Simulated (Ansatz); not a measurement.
Predict the output of the script below (the Ansatz DFT code, driven from Python).

Script `clhosi_dimer.py`:
```python
"""Interaction energy of two ClHOSi molecules, with the counterpoise correction."""

import ansatz
import numpy as np

FIRST = [
    ("O", (-0.9311, 0.428, -0.2891)),
    ("Si", (-0.4264, -0.7681, 0.654)),
    ("Cl", (1.5753, -0.6532, 0.4012)),
    ("H", (-0.2179, 0.9931, -0.766)),
]
SECOND = [
    ("O", (-0.0865, 3.2596, -0.0849)),
    ("Si", (1.1411, 4.238, -0.4174)),
    ("Cl", (0.5062, 5.1007, -2.131)),
    ("H", (-0.8965, 3.2786, -0.7166)),
]

def energy(atoms, ghosts=()):
    molecule = ansatz.Crystal.molecule()
    for symbol, xyz in atoms:
        molecule = molecule.atom(symbol, xyz)
    calc = (
        molecule.calculation()
        .basis(gaussian="cc-pVDZ")
        .functional("b3lyp")
    )
    deck = calc.input()
    if ghosts:
        deck = deck.set(ansatz.key.basis.gaussian.ghost_atoms, [{"symbol": s, "position_ang": list(xyz)} for s, xyz in ghosts])
    return ansatz.Session.from_dict(deck).plan().execute().report["free_energy_ev"]

# ghost atoms carry the functions of the partner
direction = np.array([0.0409, 0.9776, -0.2063])
print("shift (A)   counterpoise-corrected interaction (kJ/mol)")
for shift in (-0.3, 0.0, 0.4, 1.0, 2.0):
    moved = [(s, tuple(np.round(np.array(xyz) + shift * direction, 4))) for s, xyz in SECOND]
    gain = energy(FIRST + moved) - energy(FIRST, moved) - energy(moved, FIRST)
    print(f"{shift:8.2f} {96.485332 * gain:14.3f}")
```

```console
$ python clhosi_dimer.py
shift (A)   counterpoise-corrected interaction (kJ/mol)
   -0.30          8.664
    0.00          0.464
    0.40         -1.789
    1.00         -1.219
    2.00         -0.355
```

Caveats:
- The dimer is a generated trial pose of unrelaxed monomers, not a minimum, so the figure is no binding energy, and the basis set is small.
- b3lyp holds the VWN-RPA fit, as in Gaussian; the form of ORCA and Turbomole is b3lyp5.
- This level lacks the dispersion part of the attraction (electrostatics and induction are there), which can decide the sign where the interaction is weak.
- Wall time of the script: 53 s on 1 thread of Arm Neoverse V1 (shared host), peak memory 0.33 GiB.
